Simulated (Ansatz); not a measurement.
# Li3In: the cost of one run

Computed with the Python package of Ansatz 0.2.0. Level of theory: DFT PBEsol, plane waves, PAW.

## 1. The system

The structure is tetragonal, space group I4/mmm (No. 139). Conventional cell: a = 4.161 Å, b = 4.161 Å, c = 8.456 Å, α = 90.00°, β = 90.00°, γ = 90.00°. Li (site symmetry -4m2) is surrounded by 8 Li at 2.94 to 2.97 Å and 4 In at 2.97 Å. Li (site symmetry 4/mmm) has 4 In at 2.94 Å and 8 Li at 2.97 Å in its first shell of neighbours. Around In (site symmetry 4/mmm) lie 12 Li at 2.94 to 2.97 Å.

No structure file is read: the coordinates are typed or built in the script.

## 2. Script

Contents of ecut_li3in.py:

```python
# -*- coding: utf-8 -*-
import ansatz as az
from pymatgen.core import Lattice, Structure
from pymatgen.io.ase import AseAtomsAdaptor
from tabulate import tabulate


def main():
    pmg_structure = Structure(
        Lattice([(-2.08073, 2.08073, 4.22808), (2.08073, -2.08073, 4.22808), (2.08073, 2.08073, -4.22808)]),
        ["Li", "Li", "Li", "In"],
        [
            (0.75, 0.25, 0.5),
            (0.25, 0.75, 0.5),
            (0.5, 0.5, 0.0),
            (0.0, 0.0, 0.0),
        ],
    )
    li3in = az.Crystal.from_ase(AseAtomsAdaptor.get_atoms(pmg_structure))

    setup = li3in.calculation().functional("pbesol").kpoints(7).occupations("fermi_dirac", width=0.15)

    rows = []
    for value in [250, 325, 400, 475, 550, 625]:
        report = setup.basis(value).run().report
        rows.append((value, report["free_energy_ev"] / len(report["lattice"]["sites"]), report["n_iterations"], report["n_pw"]))

    print(tabulate(rows, headers=["cutoff (eV)", "F/atom (eV)", "iterations", "plane waves"], floatfmt=".4f", tablefmt="grid"))

    for row in rows[:-1]:
        shift = 1000 * (row[1] - rows[-1][1])
        print(f"{row[0]}: {shift:+.2f} meV/atom" + ("  (within 2 meV)" if abs(shift) < 2 else ""))


if __name__ == "__main__":
    main()
```

## 3. Launch

Command:

```console
> python ecut_li3in.py
```

Q: Estimate wall time and peak memory on 1 thread of Arm Neoverse V2, shared host.

About 11 s, with a peak of 0.52 GiB.
